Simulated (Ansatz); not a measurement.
# TiAu: single point in Python

What energy and properties does TiAu have at the given structure? The task is a single point, for TiAu.

Program: Ansatz 0.2.0 through its Python package. Level of theory: DFT PBEsol, plane waves, PAW. These are calculated values, not measurements.

## Step 1: The structure

The structure is triclinic, space group P1 (No. 1). The conventional cell has a = 2.986 Å, b = 2.986 Å, c = 4.554 Å, α = 90.00°, β = 90.00°, γ = 120.00°. Ti (site symmetry 1) has 6 Au at 2.77 to 2.94 Å and 6 Ti at 2.99 Å as nearest neighbours. Au (site symmetry 1) has 6 Ti at 2.77 to 2.94 Å and 6 Au at 2.99 Å as nearest neighbours.

The script holds or builds the structure itself.

## Step 2: Script

run_scf.py

```python
"""Single point of TiAu with displaced atoms."""

from pathlib import Path
import warnings

import ansatz as az
from ase.data import atomic_numbers
import numpy as np
from pymatgen.core import Structure
import spglib

K_DENSITY = 2.3
SIGMA = 0.1
SCF_TOL = 1e-08

warnings.simplefilter("ignore", az.DeckWarning)

lattice = az.Lattice.of(
    (2.98648, 0.0, 0.0),
    (-1.49324, 2.58636, 0.0),
    (0.0, 0.0, 4.55402),
)
sites = [
    ("Ti", (0.99311, 0.97424, 0.01086)),
    ("Au", (0.32107, 0.68708, 0.51407)),
]
system = az.Crystal(lattice=lattice)
for symbol, position in sites:
    system = system.atom(symbol, position)

# settings of the run
job = (
    system.calculation()
    .functional(az.Functional.PBESOL)
    .pseudopotentials("paw")
    .basis(31 * az.Ry)
    .kpoints(density=K_DENSITY)
    .occupations(az.OccupationsMethod.COLD, width=SIGMA)
    .scf(tolerance=SCF_TOL)
    .potential_components()
    .stress()
)
session = job.session()
planned = session.plan(threads=1)
outcome = planned.execute()
data = outcome.report

for key in ("converged", "n_iterations", "n_electrons", "n_kpoints", "n_pw", "n_symmetry_ops", "free_energy_ev", "fermi_energy_ev"):
    print(f"{key:18s} {data[key]}")

spg_cell = (outcome.lattice.cell_ang, [s.position_frac for s in outcome.lattice.sites], [atomic_numbers[s.symbol] for s in outcome.lattice.sites])
# the group found depends on the tolerance
found = spglib.get_symmetry_dataset(spg_cell, symprec=1e-3)
print(found.international, found.number, "point group", found.pointgroup)
for site, letter, group in zip(outcome.lattice.sites, found.wyckoffs, found.site_symmetry_symbols):
    print(f"  {site.symbol:2s} Wyckoff {letter}  site symmetry {group}")

print("doubts on the final state:", data["published_state_doubts"] or "none")
print("warnings:", sorted({n["data"]["kind"] for n in outcome.notices if n["data"].get("severity") in ("warning", "doubt")}) or "none")

final = Structure(outcome.lattice.cell_ang, [s.symbol for s in outcome.lattice.sites], [s.position_frac for s in outcome.lattice.sites])
# count neighbours out to a fixed multiple of the shortest distance
for index, (site, neighbours) in enumerate(zip(final, final.get_all_neighbors(5.5))):
    first = min(n.nn_distance for n in neighbours)
    shell = [n for n in neighbours if n.nn_distance < 1.15 * first]
    mean = sum(n.nn_distance for n in shell) / len(shell)
    print(f"atom {index} {site.specie.symbol}: {len(shell)} neighbours within 1.15 of the shortest distance, mean {mean:.3f} A")

folder = Path(outcome.write_results("parts"))
text = (folder / "v_comp_z.tsv").read_text().splitlines()
rows = np.array([line.split() for line in text if not line.startswith("#")], dtype=float)
print(text[0])
print(np.array2string(rows[:: max(len(rows) // 12, 1)], precision=3, suppress_small=True))

# pressure is a third of the trace
sigma = data["stress_gpa"]
voigt = [sigma[0][0], sigma[1][1], sigma[2][2], sigma[1][2], sigma[0][2], sigma[0][1]]
print("stress xx yy zz yz xz xy (GPa, compression positive):", " ".join(f"{s:.3f}" for s in voigt))
print("P =", round(10 * float(np.mean(voigt[:3])), 2), "kbar")
```

## Step 3: The run

Launch:

```sh
$ python run_scf.py
```

**Question.** What results will this script give? Wanted: free energy; gap on the mesh; pressure.

**Answer**, as computed:

| quantity | value |
| --- | --- |
| free energy | -15481.2816 eV (-7740.6408 eV/atom) |
| gap on the mesh | none |
| pressure | -7.06 GPa |

What this shows: Filled and empty levels meet on the mesh: no gap at this level. The pressure of -7.1 GPa means that the cell would shrink if relaxed at this level. Caveats:
- The mesh is modest for a metal, so energies can be off by several to tens of meV an atom and pressures by half a GPa or more; differences at equal mesh fare better.
- Only differences from the Fermi energy are physical; the zero of the scale is a convention.
- The program warned that this SCF threshold is loose for forces or stresses.
- Spin-orbit coupling, which matters for elements this heavy, is left out.
- The cell is a database structure, distorted on purpose. The atoms and cell were moved off the listed structure at random before the run. Whether this is the phase that is stable at ambient conditions was not tested.
